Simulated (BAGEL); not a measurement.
**CH4AlSe (SMILES [CH3][Al][SeH]) at UHF/STO-3G (density fitting with qzvpp-jkfit)**

What is the vertical ionisation energy of CH4AlSe at UHF/STO-3G (density fitting with qzvpp-jkfit)? 

The results are computed with BAGEL 1.2.2.

5 further runs of the same task are left out: 4 that didn't finish, 1 set aside as unsound or not needed.

## 1. The structure to begin with

The species is CH4AlSe (7 atoms), meant as a doublet with charge 0. SMILES: `[CH3][Al][SeH]`. The coordinates come from a PBE0-D4/def2-TZVP relaxation. This is one conformer, not always the lowest.

Bond lengths: C1–Al2 1.965 Å, Al2–Se3 2.344 Å, C1–H4 1.095 Å, C1–H5 1.095 Å, C1–H6 1.091 Å, Se3–H7 1.468 Å. Angles: C1–Al2–Se3 114.9°, Al2–C1–H4 109.3°, Al2–C1–H5 109.8°, Al2–C1–H6 112.9°, Al2–Se3–H7 93.0°, H4–C1–H5 107.8°, H4–C1–H6 108.2°, H5–C1–H6 108.6°.

## 2. The energy at UHF/STO-3G (density fitting with qzvpp-jkfit)

File input.json:

```json
{ "bagel": [

{
  "title": "molecule",
  "basis": "sto-3g",
  "df_basis": "qzvpp-jkfit",
  "angstrom": "true",
  "geometry": [
    { "atom": "C", "xyz": [   -1.164200,    0.374900,   -0.315900 ] },
    { "atom": "Al", "xyz": [    0.169700,   -0.590400,    0.757400 ] },
    { "atom": "Se", "xyz": [    2.387200,   -0.335800,    0.041100 ] },
    { "atom": "H", "xyz": [   -1.246600,   -0.096900,   -1.300700 ] },
    { "atom": "H", "xyz": [   -0.841200,    1.409800,   -0.466600 ] },
    { "atom": "H", "xyz": [   -2.154500,    0.381700,    0.142600 ] },
    { "atom": "H", "xyz": [    2.911000,   -1.211500,    1.096300 ] }
  ]
},
{
  "title": "uhf",
  "charge": 0,
  "nopen": 1
},
{
  "title": "print",
  "file": "orbitals.molden",
  "orbitals": "true"
}

]}
```

Started as:

```
$ BAGEL_NUM_THREADS=1 BAGEL input.json > input.out
```

The log of the run:

```text
* using 1 threads per process

  ===============================================================
  ===============================================================

  *** Geometry ***

  { "atom" : "C", "xyz" : [     -2.200019,      0.708458,     -0.596964 ] },
  { "atom" : "Al", "xyz" : [      0.320687,     -1.115694,      1.431279 ] },
  { "atom" : "Se", "xyz" : [      4.511154,     -0.634570,      0.077668 ] },
  { "atom" : "H", "xyz" : [     -2.355733,     -0.183114,     -2.457967 ] },
  { "atom" : "H", "xyz" : [     -1.589638,      2.664136,     -0.881746 ] },
  { "atom" : "H", "xyz" : [     -4.071415,      0.721308,      0.269475 ] },
  { "atom" : "H", "xyz" : [      5.500993,     -2.289403,      2.071707 ] },

  Number of auxiliary basis functions:      541

  Since a DF basis is specified, we compute 2- and 3-index integrals:
    o Being stored without compression. Storage requirement is 0.006 GB

  Number of basis functions:       36
  Number of electrons      :       57

    * METHOD: MOLECULE                             0.18

  *** Open-shell HF ***

  === Nuclear Repulsion ===
   197.1904950007

      * DIIS with orbital gradients will be used.

  === UHF iteration (sto-3g) ===
      0      -2652.24859611          0.01605448           0.06
      1      -2652.30813701          0.00360559           0.06
      2      -2652.31406659          0.00166221           0.06
      3      -2652.31573398          0.00065630           0.06
      4      -2652.31609905          0.00017341           0.06
      5      -2652.31615509          0.00006017           0.06
      6      -2652.31617132          0.00002446           0.06
      7      -2652.31617517          0.00000867           0.06
      8      -2652.31617577          0.00000197           0.06
      9      -2652.31617583          0.00000076           0.06
     10      -2652.31617584          0.00000045           0.06
     11      -2652.31617585          0.00000004           0.06
     12      -2652.31617585          0.00000001           0.06
     13      -2652.31617585          0.00000000           0.06
    * SCF iteration converged.

    * S^2 (UHF) is 0.7551

    * Permanent dipole moment:
           (    0.968253,     0.695173,    -1.086584) a.u.

    * METHOD: UHF                                  0.91

    * METHOD: PRINT                                0.00

  ===============================================================
```

Wall time 1.2 s (1 thread of Arm Neoverse V2, shared host).

## 3. The singlet cation

File hf.json:

```json
{ "bagel": [

{
  "title": "molecule",
  "basis": "sto-3g",
  "df_basis": "qzvpp-jkfit",
  "angstrom": true,
  "geometry": [
    { "atom": "C", "xyz": [   -1.164200,    0.374900,   -0.315900 ] },
    { "atom": "Al", "xyz": [    0.169700,   -0.590400,    0.757400 ] },
    { "atom": "Se", "xyz": [    2.387200,   -0.335800,    0.041100 ] },
    { "atom": "H", "xyz": [   -1.246600,   -0.096900,   -1.300700 ] },
    { "atom": "H", "xyz": [   -0.841200,    1.409800,   -0.466600 ] },
    { "atom": "H", "xyz": [   -2.154500,    0.381700,    0.142600 ] },
    { "atom": "H", "xyz": [    2.911000,   -1.211500,    1.096300 ] }
  ]
},
{
  "title": "hf",
  "charge": 1
},
{
  "title": "print",
  "file": "orbitals.molden",
  "orbitals": true
}

]}
```

Started as:

```
$ BAGEL_NUM_THREADS=1 BAGEL hf.json > hf.out
```

The log of the run:

```text
* using 1 threads per process

  ===============================================================
  ===============================================================

  *** Geometry ***

  { "atom" : "C", "xyz" : [     -2.200019,      0.708458,     -0.596964 ] },
  { "atom" : "Al", "xyz" : [      0.320687,     -1.115694,      1.431279 ] },
  { "atom" : "Se", "xyz" : [      4.511154,     -0.634570,      0.077668 ] },
  { "atom" : "H", "xyz" : [     -2.355733,     -0.183114,     -2.457967 ] },
  { "atom" : "H", "xyz" : [     -1.589638,      2.664136,     -0.881746 ] },
  { "atom" : "H", "xyz" : [     -4.071415,      0.721308,      0.269475 ] },
  { "atom" : "H", "xyz" : [      5.500993,     -2.289403,      2.071707 ] },

  Number of auxiliary basis functions:      541

  Since a DF basis is specified, we compute 2- and 3-index integrals:
    o Being stored without compression. Storage requirement is 0.006 GB

  Number of basis functions:       36
  Number of electrons      :       57

    * METHOD: MOLECULE                             0.18

  *** RHF ***

  === Nuclear Repulsion ===
   197.1904950007

      * DIIS with orbital gradients will be used.

  === RHF iteration (sto-3g) ===
      0      -2652.06207166          0.01171857           0.03
      1      -2652.14463910          0.00393515           0.03
      2      -2652.15319314          0.00084419           0.03
      3      -2652.15393024          0.00016955           0.03
      4      -2652.15396203          0.00005378           0.03
      5      -2652.15396598          0.00001466           0.03
      6      -2652.15396621          0.00000476           0.03
      7      -2652.15396623          0.00000129           0.03
      8      -2652.15396623          0.00000034           0.03
      9      -2652.15396623          0.00000011           0.03
     10      -2652.15396623          0.00000003           0.03
     11      -2652.15396623          0.00000001           0.03
    * SCF iteration converged.

    * Permanent dipole moment:
           (    2.267131,     1.116096,    -1.864503) a.u.

    * METHOD: HF                                   0.46

    * METHOD: PRINT                                0.00

  ===============================================================
```

It took 0.8 s on 1 thread of Arm Neoverse V2, shared host.

## 4. Results

Level: UHF/STO-3G (density fitting with qzvpp-jkfit).

| quantity | value |
| --- | --- |
| doublet CH4AlSe: total energy | -2652.31618 Eh |
| doublet CH4AlSe: dipole moment | 4.10 D |
| doublet CH4AlSe: ⟨S²⟩ | 0.755 |
| singlet cation: total energy | -2652.15397 Eh |
| singlet cation: HOMO energy | -12.85 eV |
| singlet cation: LUMO energy | -3.57 eV |
| singlet cation: HOMO–LUMO gap | 9.28 eV |
| vertical ionisation energy (to the singlet cation) | 4.414 eV |

What this shows: The vertical ionisation energy comes to 4.41 eV (102 kcal/mol). Only the singlet of the ionised species was computed; a triplet could lie lower. In a minimal basis such a difference can be off by several eV, whatever the method.
